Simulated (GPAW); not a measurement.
Crystal: TaV3N4.

```xyz
8
Lattice="4.2202 0.0000 0.0000 0.0000 4.2202 0.0000 0.0000 0.0000 4.2202" Properties=species:S:1:pos:R:3 pbc="T T T"
Ta    2.1101    2.1101    2.1101
V     2.1101    0.0000    0.0000
V     0.0000    2.1101    0.0000
V     0.0000    0.0000    2.1101
N     0.0000    0.0000    0.0000
N     0.0000    2.1101    2.1101
N     2.1101    0.0000    2.1101
N     2.1101    2.1101    0.0000
```

The cell comes from a database or a generator and needn't be the stable form of this composition.

Base run:

* Program: GPAW 26.7.0
* Functional: LDA
* Potentials or basis: the program's PAW data sets (release 1.2.1) made for this functional
* Cutoff: 600 eV
* Basis: pw
* k mesh: 5 × 5 × 5
* Occupations: fermi-dirac, width 0.05 eV
* Spin: collinear spin, ferromagnetic start
* Starting moments: [0.0, 3.0, 3.0, 3.0, 0.0, 0.0, 0.0, 0.0] μB

Its results: band gap on the k mesh none (metal or under the smearing width); pressure -26.4 GPa; net moment 0.00 μB per cell.

The run is repeated on the same cell with these changes: functional from LDA to PBE; potentials or basis from the program's PAW data sets (release 1.2.1) made for this functional to GPAW PAW data sets (gpaw-data 1.2.1). What comes out?

Band gap on the k mesh none (metal or under the smearing width); pressure -7.0 GPa; net moment 0.00 μB per cell.

Caveats: the cutoff is short for stress and forces, so pressures can be off by a GPa or more; so large a pressure means that the cell lies far from this level's equilibrium, or that cutoff or potentials fall short (some runs).
